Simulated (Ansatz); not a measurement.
# AlB3P4: the cost of one run

Program: Ansatz 0.2.0. Level of theory: DFT PBE, scalar-relativistic, plane waves, PAW. These are calculated values, not measurements.

### Step 1. The structure to begin with

Symmetry: Pmm2, No. 25, orthorhombic system. Conventional cell: a = 3.477 Å, b = 6.954 Å, c = 4.917 Å, α = 90.00°, β = 90.00°, γ = 90.00°. Al (site symmetry mm2) has 4 P at 2.13 Å as nearest neighbours. Around B (site symmetry m) lie 4 P at 2.13 Å. B (site symmetry mm2) is surrounded by 4 P at 2.13 Å. P (site symmetry m) is surrounded by 3 B at 2.13 Å and 1 Al at 2.13 Å. P (site symmetry mm2) has 4 B at 2.13 Å as nearest neighbours. P (site symmetry mm2) has 2 B at 2.13 Å and 2 Al at 2.13 Å as nearest neighbours.

Structure file:

```xyz
8
Lattice="3.4771 0.0000 0.0000 0.0000 6.9543 0.0000 0.0000 0.0000 4.9174" Properties=species:S:1:pos:R:3 pbc="T T T"
Al    1.7386    0.0000    2.4587
B     0.0000    5.2157    0.0000
B     1.7386    3.4771    2.4587
B     0.0000    1.7386    0.0000
P     1.7386    5.2157    3.6881
P     0.0000    3.4771    1.2294
P     1.7386    1.7386    3.6881
P     0.0000    0.0000    1.2294
```

The start is an ordering of an alloy on its end members' structure types: elements ordered on the sites of the BP type, B/Al on B (Pmm2, No. 25).

### Step 2. A first look at the guess

The input, input.yaml:

```yaml
crystal:
  lattice:
    - [3.47712884, 0.0, 0.0]
    - [0.0, 6.95425767, 0.0]
    - [0.0, 0.0, 4.91740276]
  atoms:
    - { symbol: Al, position: [0.5, 0.0, 0.5] }
    - { symbol: B, position: [0.0, 0.75, 0.0] }
    - { symbol: B, position: [0.5, 0.5, 0.5] }
    - { symbol: B, position: [0.0, 0.25, 0.0] }
    - { symbol: P, position: [0.5, 0.75, 0.75] }
    - { symbol: P, position: [0.0, 0.5, 0.25] }
    - { symbol: P, position: [0.5, 0.25, 0.75] }
    - { symbol: P, position: [0.0, 0.0, 0.25] }
basis:
  ecutwfc: 420
kpoints:
  mp_grid: { grid: [6, 4, 4] }
hamiltonian:
  xc: pbe
scf:
  occupations: { method: gaussian, width: 0.1 }
  lower_state_search: "off"
output:
  forces: true
  stress: true
  eigenvalues: true
```

The run is started by

```
$ ansatz run input.yaml --threads 1 --pin off --max-ram 2560MiB --backend cpu --events-out ev --progress --plain --runs-dir out
```

**Question.** How long does this run take on 1 thread of Intel Xeon at 2.50GHz (Skylake/Cascade Lake), shared host, and how much memory does it need?

About 19 s, with a peak of 0.38 GiB.
